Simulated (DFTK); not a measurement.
# NbSi under changes of volume

One of the cells (17.051 Å³/atom); the others are scaled copies at fixed shape and fractional positions:

```
CELL_PARAMETERS angstrom
0.00000 2.57383 2.57383
2.57383 0.00000 2.57383
2.57383 2.57383 0.00000
ATOMIC_POSITIONS crystal
Nb 0.00000 0.00000 0.00000
Si 0.50000 0.50000 0.50000
```

The cell was built by a generator and needn't be a form met in nature.

| Quantity | Value |
| --- | --- |
| Program | DFTK 0.8.2 |
| Functional | PBE |
| Potentials or basis | dojo.nc.sr.pbe.v0_4_1.standard.upf (PBE) |
| Cutoff | 1116 eV |
| k mesh | 9 × 9 × 9 |
| Occupations | fermi-dirac, width 0.05 eV |
| Spin | no spin polarisation |

```csv
volume (Å³/atom),energy over the lowest point (meV/atom),pressure (GPa)
16.028,31.76,10.4
16.369,13.64,6.6
16.710,3.28,3.1
17.051,0.00,-0.1
17.392,3.13,-2.9
17.733,?,?
18.074,26.27,-7.9
```

**Question.** What does the run at 17.733 Å³/atom give?

**Answer.** Energy over the lowest point 12.07 meV/atom; pressure -5.5 GPa.

Worked out: A Birch-Murnaghan fit of order 3 (a polynomial in V^(-2/3)) to the other rows has its minimum at 17.05 Å³/atom with B0 = V·E''(V) = 150 GPa and B' = 3.9. It gives 12.06 meV/atom at 17.733 Å³/atom, against the run's 12.07, and -dE/dV = -5.5 GPa, against -5.5.

Energies are extrapolated to zero smearing.
